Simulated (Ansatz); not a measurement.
# C₂H₄F₂OSi: a ladder of functionals and wavefunction methods

One table from this session's results is given with a row withheld; the runs are named, their logs left out.

Method: functionals in def2-TZVPP, the program's frozen cores in correlated methods; program: Ansatz 0.2.0, Gaussian basis.

The runs, in order: PBE-D4, r2SCAN-D4, PBE0-D4, B3LYP-D4, ωB97X-V, ωB97M-V, B2PLYP; CCSD(T)/def2-TZVPP; MP2/def2-QZVPP; extrapolation to the limit.

## The geometry

All runs share one geometry, relaxed beforehand with PBE0-D4 in a triple-zeta def2 set.

SMILES `O=CC(F)(F)[SiH3]`, 10 atoms, charge 0, spin multiplicity 1.

Atoms are counted from 1 here; the program's logs count them from 0.

Bond lengths: O1–C2 1.194 Å, C2–C3 1.521 Å, C2–H7 1.110 Å, C3–F4 1.370 Å, C3–F5 1.357 Å, C3–Si6 1.937 Å, Si6–H8 1.483 Å, Si6–H9 1.480 Å, Si6–H10 1.480 Å. Angles: O1–C2–C3 122.9°, O1–C2–H7 123.2°, C3–C2–H7 113.8°, C2–C3–F4 107.7°, C2–C3–F5 109.8°, C2–C3–Si6 113.0°, F4–C3–F5 107.7°, F4–C3–Si6 109.2°, F5–C3–Si6 109.3°, C3–Si6–H8 107.7°, C3–Si6–H9 106.6°, C3–Si6–H10 107.9°, H8–Si6–H9 111.2°, H8–Si6–H10 111.0°, H9–Si6–H10 112.2°.

Set-up of the first run:

File in.yaml:

```yaml
crystal:
  periodic: [false, false, false]
  atoms:
    - {symbol: O, position_ang: [1.838941, -0.436082, 1.424522]}
    - {symbol: C, position_ang: [0.991866, -0.954841, 0.761685]}
    - {symbol: C, position_ang: [0.419297, -0.317594, -0.495398]}
    - {symbol: F, position_ang: [-0.059031, -1.324083, -1.291574]}
    - {symbol: F, position_ang: [1.405165, 0.315853, -1.179283]}
    - {symbol: Si, position_ang: [-1.010055, 0.935872, -0.123820]}
    - {symbol: H, position_ang: [0.519843, -1.923050, 1.027886]}
    - {symbol: H, position_ang: [-2.034199, 0.227063, 0.681273]}
    - {symbol: H, position_ang: [-1.554567, 1.355775, -1.434949]}
    - {symbol: H, position_ang: [-0.434061, 2.069987, 0.632461]}
basis:
  gaussian: {orbitals: def2-TZVPP}
hamiltonian: {xc: pbe, dispersion: d4}
output: {forces: true, orbitals: {seedname: orbitals}}
```

The run is started by

```console
> ansatz run in.yaml --threads 4 --pin off --events-out ev --progress --plain --max-ram 10444MiB
```

Among the steps run: PBE-D4 (GGA); r2SCAN-D4 (meta-GGA); PBE0-D4 (hybrid); B3LYP-D4 (hybrid); ωB97X-V (range-separated); ωB97M-V (range-separated); B2PLYP (double hybrid); CCSD(T) in def2-TZVPP; MP2 in def2-QZVPP.

One table of the session follows, with a row left open; its other results are not shown here.

| method | atomisation energy (kJ/mol) |
| --- | --- |
| PBE-D4 | 3871.4 |
| r2SCAN-D4 | 3766.2 |
| PBE0-D4 | ? |
| B3LYP-D4 | 3738.9 |
| ωB97X-V | 3770.5 |
| ωB97M-V | 3762.8 |
| B2PLYP | 3704.0 |
| HF/def2-TZVPP | 2600.1 |
| MP2/def2-TZVPP | 3745.4 |
| CCSD/def2-TZVPP | 3564.9 |
| CCSD(T)/def2-TZVPP | 3638.2 |
| MP2/CBS | 3853.0 |
| CCSD(T)/CBS | 3745.8 |

**Question.** Estimate the row for PBE0-D4.

As computed: atomisation energy (kJ/mol): 3748.4. In the column «atomisation energy (kJ/mol)» it lies between CCSD(T)/CBS (3745.8) and ωB97M-V (3762.8).

Caveats from the session: Free atoms (1 O, 2 C, 2 F, 1 Si, 4 H) were run apart at each level; the atomisation energy is their sum less the molecule, without zero-point or spin-orbit terms.
